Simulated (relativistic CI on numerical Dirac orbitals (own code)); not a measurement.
# Fe: the cost of one run

Program: relativistic CI on numerical Dirac orbitals (own code) version 3. Level of theory: charge-transfer multiplet model of a cubic metal-ligand cluster with up to 2 ligand holes, Slater and spin-orbit integrals from Dirac-Coulomb-Breit ions, Slater integrals scaled by 0.9. These are calculated values, not measurements, unless marked.

## (1) Starting point

```
ion                  : Fe⁺ (Fe II)
nuclear charge       : 26
electrons            : 25
d electrons          : 7
ligand holes at most : 2
parameters           : in eV; Veg, Vt2g hoppings, tenDq and tenDqL metal and ligand splittings (negative tenDq: tetrahedral), red the scaling of hopping with a core hole
temperature          : 20 K
widths               : Lorentz 1.4 eV, Gauss 0.8 eV
```

## (2) Veg = 2.65 eV

Settings, as recorded:

```ini
cluster ion=Fe1+ d7 ligand_holes=2 slater_scale=0.9
Delta=5.4 Udd=6.6 Upd=8.5 tenDq=1.05 tenDqL=1.4 Veg=2.65 Vt2g=-1.19 red=1
spectrum xps 3s T=20 lorentz=1.4 gauss=0.8
```

Run with:

```console
python run_levels.py task.json out
```

task.json lists these runs, among others, and the program works through them in turn.

What time and memory should one allow on 1 thread of Neoverse-V1, shared host?

About 2.1 s, with a peak of 0.2 GiB.
